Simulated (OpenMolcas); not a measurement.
# CH2BFN− (SMILES N#C[BH2-]F), run twice

Wanted: a single-point energy of CH2BFN−, CISD/4-31G.

The calculation is run with OpenMolcas 26.06.

6 further runs of the same task are left out: 2 that didn't finish, 4 set aside as unsound or not needed.

## Step 1: Starting point

The species is CH2BFN− (6 atoms), meant as a singlet with charge -1. As SMILES, `N#C[BH2-]F`. The coordinates come from a GFN2-xTB relaxation.

Bond lengths: N1–C2 1.156 Å, C2–B3 1.571 Å, B3–F4 1.445 Å, B3–H5 1.222 Å, B3–H6 1.222 Å. Angles: N1–C2–B3 177.0°, C2–B3–F4 110.2°, C2–B3–H5 108.7°, C2–B3–H6 108.7°, F4–B3–H5 108.8°, F4–B3–H6 108.8°, H5–B3–H6 111.7°.

## Step 2: Try one

The input, test.input:

```
&gateway
 coord
 7
 bohr
 N      1.36515705    -3.66094752     1.55050139
 C      0.63251023    -1.77103243     0.73693650
 B     -0.22839230     0.86334028    -0.32495730
 F     -2.74261622     0.67969669    -1.37445450
 H      1.23045737     1.50044254    -1.99761059
 H     -0.25713503     2.38848154     1.40956561
 basis
 4-31G
 group
 NoSym

&seward

&scf
 charge
 -1
 prorbitals
 1 1

&motra
 frozen
 4

&guga
 electrons
 22
 spin
 1
 inactive
 11
 active
 0
 ciall
 1

&cpf
 sdci
```

Command:

```
$ export MOLCAS_MEM=1860
$ pymolcas test.input > test.log
```

Standard output:

```text
--- Start Module: gateway ---

                                              &GATEWAY

                       available to each process: 1.9 GB of memory, 1 thread

 Error reading geometry
--- Stop Module: gateway /rc=_RC_INPUT_ERROR_ ---

.####################.
.# User input error #.
.####################.

    Timing: Wall=0.03 User=0.01 System=0.02
```

Wall time 0.3 s (1 thread of Arm Neoverse V1, shared host); peak memory 0.24 GiB.

## Step 3: Reading the log

The program refused the input.

The log says `Error reading geometry`. Cause: an atom count or index doesn't match the structure.

## Step 4: The mended input

The input, test.inp:

```
>>> EXPORT MOLCAS_PRINT=2
&GATEWAY
Coord
6
bohr
N      1.36515705    -3.66094752     1.55050139
C      0.63251023    -1.77103243     0.73693650
B     -0.22839230     0.86334028    -0.32495730
F     -2.74261622     0.67969669    -1.37445450
H      1.23045737     1.50044254    -1.99761059
H     -0.25713503     2.38848154     1.40956561
Basis=4-31G
Group=NoSym
&SEWARD
&SCF
Charge=-1
PrOrbitals=1 2
&MOTRA
Frozen=4
&GUGA
Electrons=22
Spin=1
Inactive=11
Active=0
CIAll=1
&CPF
SDCI
```

Command:

```
$ export MOLCAS_MEM=1860
$ pymolcas test.inp > test.log
```

Standard output:

```text
--- Start Module: gateway ---
[...]
--- Stop Module: gateway /rc=_RC_ALL_IS_WELL_ ---
[...]
      Basis functions           40
[...]
       Convergence after  15 Iterations
[...]
::    Total SCF energy                               -217.3916228127
[...]
      Total spin, S                                     0.0000000000
[...]
      *** WARNING: Default frozen orbitals is overwritten by user input.
      *** Default values:   4
[...]
--- Start Module: guga ---
[...]
--- Stop Module: guga /rc=_RC_ALL_IS_WELL_ ---
--- Start Module: cpf ---
[...]
      Active orbitals                            0       0
[...]
      Spin quantum number                      0.0
[...]
     FINAL CI ENERGY          -217.74412782
     FINAL CORRELATION ENERGY   -0.35250501  REFERENCE ENERGY    -217.39162281
[...]
     REL. CI ENERGY           -217.74412782
[...]
      Total electronic charge=   30.000000
      Total            charge=   -1.000000
[...]
      Dipole Moment (debye):
      Origin of the operator (angstrom)=   -0.2456   -0.4211    0.0025
                   X= -5.4454E-01               Y= -1.9692E-01               Z= -1.8817E-01           Total=  6.0886E-01
      Quadrupole Moment (debye*angstrom):
[...]
--- Stop Module: cpf /rc=_RC_ALL_IS_WELL_ ---
[...]
```

It took 2.9 s on 1 thread of Arm Neoverse V1, shared host; peak memory 0.37 GiB.

## Step 5: Summary of results

At CISD/4-31G:

| quantity | value |
| --- | --- |
| total energy | -217.74413 Eh |
| HOMO energy (Hartree–Fock orbitals) | -5.74 eV |
| LUMO energy (Hartree–Fock orbitals) | 10.52 eV |
| HOMO–LUMO gap (to an unbound level, set by the basis) | 16.25 eV |
| correlation energy (4 core orbitals frozen) | -352.5 mEh |
